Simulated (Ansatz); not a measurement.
# NiMoIrPdW (P3m1) in Ansatz: further runs, part 3 of 3

Ansatz 0.2.0. The steps go on from the part before.

### Step 11. Single point, PBE+U, collinear spin, ferromagnetic start

File input.yaml:

```yaml
crystal:
  lattice:
    - [4.1467, 0.0, 0.0]
    - [-2.07335, 3.59115, 0.0]
    - [0.0, 0.0, 5.41629]
  atoms:
    - { symbol: Ni, position: [0.0, 0.0, 0.02221], spin: 1.0 }
    - { symbol: Mo, position: [0.66667, 0.33333, 0.45996], spin: 1.0 }
    - { symbol: Pd, position: [0.33333, 0.66667, 0.74601] }
    - { symbol: Ir, position: [0.33333, 0.66667, 0.25641], spin: 0.6 }
    - { symbol: W, position: [0.66667, 0.33333, 0.99985] }
kpoints:
  mp_grid: { grid: [5, 5, 4] }
scf:
  occupations: { method: fermi_dirac, width: 0.05 }
hamiltonian:
  xc: pbe
  pseudopotentials: { kind: all_electron, lapw: { basis_error: 0.002 } }
  hubbard:
    sites:
      - { species: Ir, l: d, u_eff: 3 }
      - { species: Mo, l: d, u_eff: 3 }
      - { species: Ni, l: d, u_eff: 3 }
      - { species: Pd, l: d, u_eff: 3 }
      - { species: W, l: d, u_eff: 3 }
    double_counting: fll
    projectors: ortho-atomic
magnetization:
  spin_polarized: true
output:
  forces: true
  stress: true
  eigenvalues: true
  hubbard: {}
```

Potentials or basis: all-electron LAPW, scalar-relativistic.

Command:

```
$ ansatz run input.yaml --threads 8 --pin off --max-ram 24576MiB --backend cpu --events-out ev --progress --plain --runs-dir out
```

Log:

```text
Warning: the atoms were moved onto the symmetric positions of the space group found under crystal.symmetry.tolerance 1.0e-5 (fractional; no operation is sought that the atoms, as they stand in a round, miss by more than twice it, and no atom is moved by as much as it), and the run uses the moved positions. Before a round's move an operation carried an atom to 4.15e-5 Å from where it should land, the largest such distance. Atom 1 (counting from 0) moved farthest, by 2.39e-5 Å; the longest move in fractions of the cell, of whichever atom, is 0.47 of the tolerance, in 1 round. To run the atoms as typed, lower crystal.symmetry.tolerance until the operations that they miss are no longer found, or set crystal.symmetry.detect: false (a key that needs symmetry detection or time reversal refuses this as the deck is read). The positions used, in the order of the run's atom list: position: [0.0, 0.0, 0.02221]; position: [0.6666666666666666, 0.3333333333333333, 0.45996]; position: [0.3333333333333333, 0.6666666666666666, 0.74601]; position: [0.3333333333333333, 0.6666666666666666, 0.25641]; position: [0.6666666666666666, 0.3333333333333333, 0.99985]; The lattice was moved too: crystal.lattice keeps the space group found at crystal.symmetry.tolerance 1.0e-5 only nearly: the operation that it misses by the most changes a squared length by the fraction 1.19e-6. The run uses the lattice that is a stretch of the typed one, with no rotation, onto the one that keeps every operation to a double's rounding (on a very oblique basis the stretch itself rounds by more); the deck's lattice vector that moved farthest moved by 1.42e-6 Å. To run the lattice as typed, set crystal.symmetry.tolerance under 1.18e-6, the least fraction by which an operation that the lattice misses changes a squared length (the same key also sets how far an atom may lie from its image, so lowering it can lose operations that the atoms keep only within it), or set crystal.symmetry.detect: false, as for the atoms. crystal.lattice made exact, in Å and degrees: [[4.146701419200567, 0.0, 0.0], [-2.0733507096002834, 3.5911487709366763, 0.0], [0.0, 0.0, 5.41629]]. Pasted over the deck's crystal.lattice, beside positions in fractional coordinates, it runs the same cell (given as lengths and angles, that cell in the form's own orientation, a rigid turn of the misfit's size from the one run here, for which a checkpoint.post_process_only pass over this run's state can be refused: where this run relaxes nothing, give such a pass this deck's own crystal.lattice, as typed; behind a relaxation, as crystal.lattice, the state's own cell, identity.cell in its checkpoint.json), and a matrix so pasted ends this notice, except on a very skew basis of the lattice, where the rounding of the pasted numbers themselves can read as a misfit: the cell is then moved again, and that move is told again. The lattice as run is in this notice's lattice.as_run_ang field (Run.prep()["deck_notices"] in Python, the deck_notice line of an events file, deck_notices of ansatz run --dry-run=json, or deck_notices in record.json in the deck's checkpoint.write directory).
Warning: RAYON_NUM_THREADS=8 ignored (pool sized by the plan → 8); use --threads N
Ni: projections on atomic orbitals take those of the free atom 1s2 2s2 2p6 3s2 3p6 3d8 4s2, of charge +0.00 (hamiltonian.pseudopotentials.projection_atoms)
Mo: projections on atomic orbitals take those of the free atom 1s2 2s2 2p6 3s2 3p6 3d10 4s2 4p6 4d5 5s1, of charge +0.00 (hamiltonian.pseudopotentials.projection_atoms)
[... 159 lines left out ...]
  Ir3 d_5D: site group C3v (3m)
  Ir3 d_5D up     Tr n = 4.0000  λ = 0.773 0.773 0.794 0.830 0.830  [2× x2-y2 0.42 E(1.00) | z2 1.00 A1(1.00) | 2× xz 0.42 E(1.00)]
  Ir3 d_5D dn     Tr n = 4.0000  λ = 0.773 0.773 0.794 0.830 0.830  [2× x2-y2 0.42 E(1.00) | z2 1.00 A1(1.00) | 2× xz 0.42 E(1.00)]
  W4 d_5D: site group C3v (3m)
  W4 d_5D up     Tr n = 2.4911  λ = 0.422 0.422 0.534 0.534 0.581  [2× xz 0.50 E(1.00) | 2× x2-y2 0.50 E(1.00) | z2 1.00 A1(1.00)]
  W4 d_5D dn     Tr n = 2.4911  λ = 0.422 0.422 0.533 0.533 0.581  [2× xz 0.50 E(1.00) | 2× x2-y2 0.50 E(1.00) | z2 1.00 A1(1.00)]
  Tr n, λ and their labels are of the run-group-symmetrised matrices; stabiliser: 12 of 12 elements of G0×{1,Θ} (closed), max defect 7.4e-5 at τ = 2.8e-4
```

occupations.tsv:

```text
# site	symbol	l	channel	k	occupation	cluster	real_ylm_label	real_ylm_weight	cubic_label	cubic_weight	pseudocubic_irrep	site_irrep	w_site_irrep	cell_site_irrep	w_cell_site_irrep
# projection_atom_Ni: 1s2 2s2 2p6 3s2 3p6 3d8 4s2
# projection_atom_Mo: 1s2 2s2 2p6 3s2 3p6 3d10 4s2 4p6 4d5 5s1
# projection_atom_Pd: 1s2 2s2 2p6 3s2 3p6 3d10 4s2 4p6 4d10
# projection_atom_Ir: 1s2 2s2 2p6 3s2 3p6 3d10 4s2 4p6 4d10 4f14 5s2 5p6 5d7 6s2
[... 67 lines left out ...]
# Tr n = 2.491107
4	W	2_5D	dn	0	0.421707	0	xz	0.4999	xz	0.4999	-	E	1.0000	-	-
4	W	2_5D	dn	1	0.421707	0	xz	0.4999	xz	0.4999	-	E	1.0000	-	-
4	W	2_5D	dn	2	0.533498	1	x2-y2	0.4999	x2-y2	0.4999	-	E	1.0000	-	-
4	W	2_5D	dn	3	0.533498	1	x2-y2	0.4999	x2-y2	0.4999	-	E	1.0000	-	-
4	W	2_5D	dn	4	0.580664	2	z2	1.0000	z2	1.0000	-	A1	1.0000	-	-
# Tr n = 2.491074
```

Run time: 1.9 min. Hardware: 8 threads of Intel Xeon Platinum 8488C (Sapphire Rapids), shared host; peak memory 2.1 GiB.

What came out:

```
Free energy            : -1213082.2670 eV
Pressure               : 0.8 GPa
Largest force          : 0.352 eV/Å
Band gap on the k mesh : none (metal or under the smearing width)
Net moment             : 0.00 μB per cell
Absolute moment        : 0.00 μB per cell
```

Forces on the atoms (eV/Å):
```
Ni   0.000  0.000  0.055
Mo   0.000  0.000 -0.352
Pd   0.000  0.000 -0.052
Ir   0.000  0.000  0.003
W    0.000  0.000  0.346
```

Stress tensor (GPa, compression positive):
```
0.60 0.00 0.00
0.00 0.60 0.00
0.00 0.00 1.08
```

Caveat: the k mesh is thin for a metal, which can move the energy by tens of meV per atom; the magnetic state may not be the lowest; U is the effective U less J, on atomic orbitals that reach past the spheres; the U is typed as a test and isn't derived for this compound; the starting moments weren't kept.

### Step 12. Overview

```tsv
task	level	U	cutoff (eV)	pressure (GPa)	moment (μB)	largest force (eV/Å)
band structure	revPBE	-	343	2.7	0.00	0.11
band structure	BLYP	-	342	9.7	0.00	0.35
single point	PBE+U	Ir d U = 3 eV, Mo d U = 3 eV, Ni d U = 3 eV, Pd d U = 3 eV, W d U = 3 eV	343	0.8	0.00	0.35
```

Alike in all rows: potentials or basis all-electron LAPW, scalar-relativistic; spin collinear, ferromagnetic start; cell as given; k mesh 5 × 5 × 4; smearing fermi-dirac 0.05 eV; basis error allowed 0.002 eV/atom.

The pressure there spans 0.8 GPa (PBE+U) to 9.7 GPa (BLYP); a positive pressure means that this level wants a larger cell, a negative one a smaller.

Caveats: the k mesh is thin for a metal, which can move the energy by tens of meV per atom; the starting moments weren't kept; spin-orbit coupling is left out, which moves the levels of the heavy elements (some runs); the magnetic state may not be the lowest (some runs); U is the effective U less J, on atomic orbitals that reach past the spheres (some runs); the U is typed as a test and isn't derived for this compound (some runs).

Compare energies only between runs with the same functional and basis.
